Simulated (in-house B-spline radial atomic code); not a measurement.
**In⁸⁺: binding energies from hole states**

Wanted: ΔSCF binding energies of In⁸⁺.

The numbers are computed with in-house B-spline radial atomic code version 1 (Dirac-Hartree-Fock, average of configuration, Fermi nucleus, basis-set limit), except any that are marked as measured or tabulated.

## (1) What is computed

```
element       : indium (Z = 49)
charge        : +8
electrons     : 41
configuration : [Kr] 4d5
Hamiltonian   : Dirac-Coulomb
nucleus       : Fermi, rms radius 4.616 fm
```

Outer shells as boxes (Hund's rule):

[Kr] 4d5
```
[Kr] core
4d [↑ ][↑ ][↑ ][↑ ][↑ ]
```

The boxes draw the filling by Hund's rule, which heavy ions in jj coupling don't follow; these runs average over all states of the configuration.

Settings of the run:

```ini
Z = 49
electrons = 41.0
configuration = [Kr] 4d5
hamiltonian = dirac
method = hf
spin_polarised = False
nucleus = fermi
rms_radius = 4.6156
mass_number = 115
atomic_mass = 114.903878772
speed_of_light = 137.035999084
```

This reference run was done before. Its total energy is -5861.632628 hartree, and its levels are (the highest eight at most):

| orbital | occupation | energy (eV) | <r> (bohr) |
| --- | --- | --- | --- |
| 3p3/2 | 4 | -834.49 | 0.3481 |
| 3d3/2 | 4 | -619.04 | 0.3208 |
| 3d5/2 | 6 | -611.05 | 0.3242 |
| 4s1/2 | 2 | -276.11 | 0.8234 |
| 4p1/2 | 2 | -231.14 | 0.8609 |
| 4p3/2 | 4 | -223.45 | 0.8832 |
| 4d3/2 | 2 | -155.75 | 0.9851 |
| 4d5/2 | 3 | -154.55 | 0.9932 |

## (2) The 1s hole

Settings of the run:

```ini
Z = 49
electrons = 40.0
configuration = 1s1 2s2 2p6 3s2 3p6 3d10 4s2 4p6 4d5
hamiltonian = dirac
method = hf
spin_polarised = False
nucleus = fermi
rms_radius = 4.6156
mass_number = 115
atomic_mass = 114.903878772
speed_of_light = 137.035999084
```

## (3) The 2s hole

The settings differ from step 2 so:

```diff
@@ -2,3 +2,3 @@
 electrons = 40.0
-configuration = 1s1 2s2 2p6 3s2 3p6 3d10 4s2 4p6 4d5
+configuration = 1s2 2s1 2p6 3s2 3p6 3d10 4s2 4p6 4d5
 hamiltonian = dirac
```

## (4) The 2p1/2 hole

In configurations, a minus sign after the shell means j = l − 1/2 and a plus sign j = l + 1/2; the count of electrons follows.

The settings differ from step 3 so:

```diff
@@ -2,3 +2,3 @@
 electrons = 40.0
-configuration = 1s2 2s1 2p6 3s2 3p6 3d10 4s2 4p6 4d5
+configuration = 1s2 2s2 2p-1 2p+4 3s2 3p6 3d10 4s2 4p6 4d5
 hamiltonian = dirac
```

## (5) The 2p3/2 hole

The settings differ from step 4 so:

```diff
@@ -2,3 +2,3 @@
 electrons = 40.0
-configuration = 1s2 2s2 2p-1 2p+4 3s2 3p6 3d10 4s2 4p6 4d5
+configuration = 1s2 2s2 2p-2 2p+3 3s2 3p6 3d10 4s2 4p6 4d5
 hamiltonian = dirac
```

## (6) The 3s hole

The settings differ from step 5 so:

```diff
@@ -2,3 +2,3 @@
 electrons = 40.0
-configuration = 1s2 2s2 2p-2 2p+3 3s2 3p6 3d10 4s2 4p6 4d5
+configuration = 1s2 2s2 2p6 3s1 3p6 3d10 4s2 4p6 4d5
 hamiltonian = dirac
```

## (7) The 3p1/2 hole

The settings differ from step 6 so:

```diff
@@ -2,3 +2,3 @@
 electrons = 40.0
-configuration = 1s2 2s2 2p6 3s1 3p6 3d10 4s2 4p6 4d5
+configuration = 1s2 2s2 2p6 3s2 3p-1 3p+4 3d10 4s2 4p6 4d5
 hamiltonian = dirac
```

## (8) The 3p3/2 hole

The settings differ from step 7 so:

```diff
@@ -2,3 +2,3 @@
 electrons = 40.0
-configuration = 1s2 2s2 2p6 3s2 3p-1 3p+4 3d10 4s2 4p6 4d5
+configuration = 1s2 2s2 2p6 3s2 3p-2 3p+3 3d10 4s2 4p6 4d5
 hamiltonian = dirac
```

**Question.** What does each hole state cost in eV, and how does that compare with the orbital energies or single holes?

The runs gave:

| hole | ΔSCF (eV) | with Breit, QED, recoil (eV) | −ε of the parent (eV) | −ε less ΔSCF (eV) |
| --- | --- | --- | --- | --- |
| 1s | 28189.3 | 28099.3 | 28247.6 | 58.29 |
| 2s | 4414.55 | 4405.35 | 4442.87 | 28.32 |
| 2p1/2 | 4109.07 | 4100.12 | 4140.70 | 31.63 |
| 2p3/2 | 3898.33 | 3892.11 | 3928.86 | 30.53 |
| 3s | 987.83 | 986.31 | 997.08 | 9.25 |
| 3p1/2 | 864.37 | 863.03 | 874.04 | 9.67 |
| 3p3/2 | 825.23 | 824.40 | 834.49 | 9.26 |

What this shows: Relaxation of the remaining electrons brings each binding energy under −ε, by 58.3 eV for 1s and 9.26 eV for 3p3/2. The difference of the 1s and 2p3/2 holes gives a Kα1 line at 24207.2 eV for this charge state (with Breit, QED and recoil). The spin-orbit splitting of the 2p hole is 208.01 eV with those corrections. Values are for the free ion, measured from the vacuum level.
